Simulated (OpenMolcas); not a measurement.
# Tc⁵⁺ among point charges: CASSCF and CASPT2 levels and susceptibility

Aim: the splitting of the states of Tc⁵⁺ in the field of 2 point charges, its lowest levels with spin-orbit coupling and its magnetic susceptibility.

Method: state-averaged CASSCF and CASPT2, spin-orbit coupling by RASSI with atomic mean-field integrals. Code: OpenMolcas 26.06.

### Step 1. The system

- Species: Tc⁵⁺ (technetium, Z = 43, 38 electrons)
- Basis: ANO-RCC-VDZP [6s5p3d1f], 43 functions
- Scalar Hamiltonian: DKH2, point nucleus
- Inactive shells: 1s 2s 2p 3s 3p 3d 4s 4p
- Active space: 2 electrons in 5 orbitals (4d)
- Some configurations of this space: 4d2
- Orbitals: optimised for each spin and parity, averaged over all roots

Outer shells as boxes (Hund's rule):

4d2
```
4d [↑ ][↑ ][  ][  ][  ]
```

The ion sits among 2 point charges of -2.5 e arranged as a linear pair (D∞h), 1.92 Å from the ion.

The work runs as a chain of OpenMolcas steps in one folder; each step below is one input file. Labels, J, g values, rates, χT and fits are worked out afterwards by a script from the matrices that RASSI stores. The input lists half of the charges; inversion (Group=XYZ) makes the rest.

### Step 2. One- and two-electron integrals

Input file a.inp:

```
&GATEWAY
Coord
1

Tc 0.0 0.0 0.0
Basis=ANO-RCC-VDZP
Group=XYZ
NoMove
AngMom=0.0 0.0 0.0
AMFI
XField
1 Angstrom 0
0.000000 0.000000 1.920000 -2.500000
&SEWARD
```

The run is started by

```console
$ OMP_NUM_THREADS=1 MOLCAS_MEM=1689 MOLCAS_PROJECT=a pymolcas a.inp > a.log
```

### Step 3. Reference wave functions, triplets of even parity, 10 roots

Input file a.inp:

```
&RASSCF
FileOrb=start.orb
Symmetry=1
Spin=3
nActEl=2 0 0
Inactive=9 9
Ras2=5 0
CIRoot=10 10 1
SDav=10
CIMx=300
Iter=120 100
PrWF=0.3
OrbListing=Nothing
MaxOrb=0
>>> COPY $Project.JobIph JOB001
```

start.orb holds the contracted functions of the basis, ordered by shell, or the orbitals of the step before.

### Step 4. Reference wave functions, singlets of even parity, 15 roots

Input file a.inp:

```
&RASSCF
FileOrb=start.orb
Symmetry=1
Spin=1
nActEl=2 0 0
Inactive=9 9
Ras2=5 0
CIRoot=15 15 1
SDav=15
CIMx=300
Iter=120 100
PrWF=0.3
OrbListing=Nothing
MaxOrb=0
>>> COPY $Project.JobIph JOB002
```

### Step 5. State interaction with spin-orbit coupling

Input file a.inp:

```
&RASSI
NrOfJobIphs=2 10 15
1 2 3 4 5 6 7 8 9 10
1 2 3 4 5 6 7 8 9 10 11 12 13 14 15
IphNames
JOB001
JOB002
EJob
SpinOrbit
DIPRint=1.0
SOCoupling=1000.0
Subsets=2
Property=9
'ANGMOM' 1 'ANGMOM' 2 'ANGMOM' 3 'MLTPL  1' 1 'MLTPL  1' 2 'MLTPL  1' 3
'AMFI' 1 'AMFI' 2 'AMFI' 3
SOProperty=3
'ANGMOM' 1 'ANGMOM' 2 'ANGMOM' 3
```

### Step 6. CASPT2: IPEA 0.25, imaginary shift 0.1 (closed shells correlated: 4s 4p)

Input file a.inp:

```
>>> COPY JOB001 $Project.JobIph
&CASPT2
Multistate=10 1 2 3 4 5 6 7 8 9 10
NoMult
Frozen=8 6
IPEA=0.25
Imaginary=0.1
MaxIter=60
WThr=0.0 0.3 0.05
PrWF=0.5
NoMix
>>> COPY JOB002 $Project.JobIph
&CASPT2
Multistate=15 1 2 3 4 5 6 7 8 9 10 11 12 13 14 15
NoMult
Frozen=8 6
IPEA=0.25
Imaginary=0.1
MaxIter=60
WThr=0.0 0.3 0.05
PrWF=0.5
NoMix
```

(Steps that only read results are left out.)

**Question.** What will these runs give? Wanted: spin-free ground state; first state of the same spin within the active space; lowest level; next level.

**Answer**, as computed:

```
                                            quantity                                                                        value
                                              method  SS-CASPT2, IPEA 0.25, imaginary shift 0.1 (closed shells correlated: 4s 4p)
                              spin-free ground state                                           3Sigma, 1-fold in its orbital part
first state of the same spin within the active space                                                            3Phi at 8100 cm⁻¹
                                        lowest level                                                                       1-fold
                                          next level                                                                   570.6 cm⁻¹
                                         χT at 300 K                                                               0.50 cm³ K/mol
                           effective moment at 300 K                                                                      2.01 μB
```

Cost by method:

| method | time of its own steps | time with the reference |
| --- | --- | --- |
| A. CASSCF | 6.3 s | 6.3 s |
| B. SS-CASPT2, IPEA 0.25, imaginary shift 0.1, +4s 4p | 2.1 s | 8.4 s |

Times are of one thread on a shared host.

What this shows: The spin-free ground state (3Sigma) comes to 61 % from free-ion P terms and keeps the highest spin of the shell. χT at 300 K is 0.50, against 1.00 cm³ K/mol for the spin alone, so spin-orbit coupling lowers it. The field of point charges can differ much from that of real complexes. This is an electrostatic model: the charges have no orbitals.
